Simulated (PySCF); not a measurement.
# Ga, Ga⁺: ionisation energy in 6-31G*

Aim: the ionisation energy of gallium from differences of total energies, at each level of theory, and how far each lands from the tabulated value where there is one.

Method: unrestricted determinants in a Gaussian basis, no spin-orbit coupling in the energies. Code: PySCF 2.14.0.

6 further runs of the same task are left out: 6 that didn't finish.

**1. What is computed**

| Item | Value |
| --- | --- |
| Element | gallium (Z = 31) |
| Basis | 6-31G* |
| Hamiltonian | the non-relativistic Hamiltonian (point nucleus) |
| State 1 | Ga: [Ar] 3d10 4s2 4p1, 2P determinant |
| State 2 | Ga⁺: [Ar] 3d10 4s2, closed-shell 1S |
| Methods | UHF, TPSS, LDA, MP2, CCSD(T) |
| Core shells frozen in the correlated runs | valence: [Ar] 3d10 (for Ga) |

Outer shells as boxes (Hund's rule):

Ga [Ar] 3d10 4s2 4p1
```
[Ar] core
3d [↑↓][↑↓][↑↓][↑↓][↑↓]
4s [↑↓]
4p [↑ ][  ][  ]
```

Ga+ [Ar] 3d10 4s2
```
[Ar] core
3d [↑↓][↑↓][↑↓][↑↓][↑↓]
4s [↑↓]
```

The runs were made by one driver on top of PySCF. The scripts below sum up each run's settings (the driver also hands on starting orbitals that pick excited configurations, and frozen orbitals as a list rather than a count), and the logs come from the driver's own runs. The driver starts from symmetry-adapted Hartree-Fock orbitals, holds the occupation by maximum overlap and uses a logarithmic radial grid for functionals, so a plain start would take other cycles.

The driver's launch:

```console
$ OMP_NUM_THREADS=1 python atomrun2.py TASK.json OUT
```

The integrals over 32 functions and the set-up took 0.17 s of CPU time.

**2. Ga**

UHF:

Contents of input.py:

```python
from pyscf import gto, scf, dft, mp, cc
import basis_set_exchange as bse
mol = gto.M(atom="Ga 0 0 0", charge=0, spin=1, symmetry="D2h",
            basis=gto.basis.parse(bse.get_basis("6-31G*", elements=["Ga"], fmt="nwchem", header=False)))
mf = scf.UHF(mol)
mf.irrep_nelec = {'Ag': (6, 6), 'B1g': (1, 1), 'B2g': (1, 1), 'B3g': (1, 1), 'B1u': (2, 2), 'B2u': (3, 2), 'B3u': (2, 2)}
mf.kernel()
```

TPSS:

Changes to input.py:

```diff
@@ -4,3 +4,3 @@
             basis=gto.basis.parse(bse.get_basis("6-31G*", elements=["Ga"], fmt="nwchem", header=False)))
-mf = scf.UHF(mol)
+mf = dft.UKS(mol, xc="TPSS")
 mf.irrep_nelec = {'Ag': (6, 6), 'B1g': (1, 1), 'B2g': (1, 1), 'B3g': (1, 1), 'B1u': (2, 2), 'B2u': (3, 2), 'B3u': (2, 2)}
```

LDA:

Changes to input.py:

```diff
@@ -4,3 +4,3 @@
             basis=gto.basis.parse(bse.get_basis("6-31G*", elements=["Ga"], fmt="nwchem", header=False)))
-mf = dft.UKS(mol, xc="TPSS")
+mf = dft.UKS(mol, xc="LDA,VWN")
 mf.irrep_nelec = {'Ag': (6, 6), 'B1g': (1, 1), 'B2g': (1, 1), 'B3g': (1, 1), 'B1u': (2, 2), 'B2u': (3, 2), 'B3u': (2, 2)}
```

MP2 (valence):

```python
from pyscf import gto, scf, dft, mp, cc
import basis_set_exchange as bse
mol = gto.M(atom="Ga 0 0 0", charge=0, spin=1, symmetry="D2h",
            basis=gto.basis.parse(bse.get_basis("6-31G*", elements=["Ga"], fmt="nwchem", header=False)))
mf = scf.UHF(mol)
mf.irrep_nelec = {'Ag': (6, 6), 'B1g': (1, 1), 'B2g': (1, 1), 'B3g': (1, 1), 'B1u': (2, 2), 'B2u': (3, 2), 'B3u': (2, 2)}
mf.kernel()
mp.UMP2(mf, frozen=14).kernel()
```

CCSD(T) (valence):

Changes to input.py:

```diff
@@ -7,2 +7,3 @@
 mf.kernel()
-mp.UMP2(mf, frozen=14).kernel()
+mycc = cc.CCSD(mf, frozen=14).run()
+mycc.ccsd_t()
```

**3. Ga⁺, method by method**

UHF:

Contents of input.py:

```python
from pyscf import gto, scf, dft, mp, cc
import basis_set_exchange as bse
mol = gto.M(atom="Ga 0 0 0", charge=1, spin=0, symmetry="D2h",
            basis=gto.basis.parse(bse.get_basis("6-31G*", elements=["Ga"], fmt="nwchem", header=False)))
mf = scf.UHF(mol)
mf.irrep_nelec = {'Ag': (6, 6), 'B1g': (1, 1), 'B2g': (1, 1), 'B3g': (1, 1), 'B1u': (2, 2), 'B2u': (2, 2), 'B3u': (2, 2)}
mf.kernel()
```

TPSS:

Changes to input.py:

```diff
@@ -4,3 +4,3 @@
             basis=gto.basis.parse(bse.get_basis("6-31G*", elements=["Ga"], fmt="nwchem", header=False)))
-mf = scf.UHF(mol)
+mf = dft.UKS(mol, xc="TPSS")
 mf.irrep_nelec = {'Ag': (6, 6), 'B1g': (1, 1), 'B2g': (1, 1), 'B3g': (1, 1), 'B1u': (2, 2), 'B2u': (2, 2), 'B3u': (2, 2)}
```

LDA:

Changes to input.py:

```diff
@@ -4,3 +4,3 @@
             basis=gto.basis.parse(bse.get_basis("6-31G*", elements=["Ga"], fmt="nwchem", header=False)))
-mf = dft.UKS(mol, xc="TPSS")
+mf = dft.UKS(mol, xc="LDA,VWN")
 mf.irrep_nelec = {'Ag': (6, 6), 'B1g': (1, 1), 'B2g': (1, 1), 'B3g': (1, 1), 'B1u': (2, 2), 'B2u': (2, 2), 'B3u': (2, 2)}
```

MP2 (valence):

Contents of input.py:

```python
from pyscf import gto, scf, dft, mp, cc
import basis_set_exchange as bse
mol = gto.M(atom="Ga 0 0 0", charge=1, spin=0, symmetry="D2h",
            basis=gto.basis.parse(bse.get_basis("6-31G*", elements=["Ga"], fmt="nwchem", header=False)))
mf = scf.UHF(mol)
mf.irrep_nelec = {'Ag': (6, 6), 'B1g': (1, 1), 'B2g': (1, 1), 'B3g': (1, 1), 'B1u': (2, 2), 'B2u': (2, 2), 'B3u': (2, 2)}
mf.kernel()
mp.UMP2(mf, frozen=14).kernel()
```

CCSD(T) (valence):

Changes to input.py:

```diff
@@ -7,2 +7,3 @@
 mf.kernel()
-mp.UMP2(mf, frozen=14).kernel()
+mycc = cc.CCSD(mf, frozen=14).run()
+mycc.ccsd_t()
```

Before running it: what results should come out?

As calculated:

| quantity | value |
| --- | --- |
| ionisation energy, Ga | UHF 5.570, CCSD(T) (valence) 5.775 eV; reference 5.931 |

Each level's miss and price (over 1 difference):

```
           method  mean absolute miss against CCSD(T) (valence) (eV)  CPU time, both states (s)
              UHF                                              0.205                       0.28
             TPSS                                              0.320                        2.2
              LDA                                              0.369                       0.59
    MP2 (valence)                                              0.073                        0.3
SCS-MP2 (valence)                                              0.090                        0.3
   CCSD (valence)                                              0.013                           
CCSD(T) (valence)                                              0.000                       0.54
```

The methods span 0.574 eV, from UHF (5.570) to LDA (6.144). The reference is uncertain or not like for like (spin-orbit coupling or other relativistic terms), so no ranking of close methods is drawn. The basis is finite, and no extrapolation was made. The dearest level timed, TPSS, costs 7.8 times the cheapest, UHF, and differs from CCSD(T) (valence) by 0.32 against 0.20 eV; CCSD(T) (valence) in this basis is a yardstick, not the exact answer.
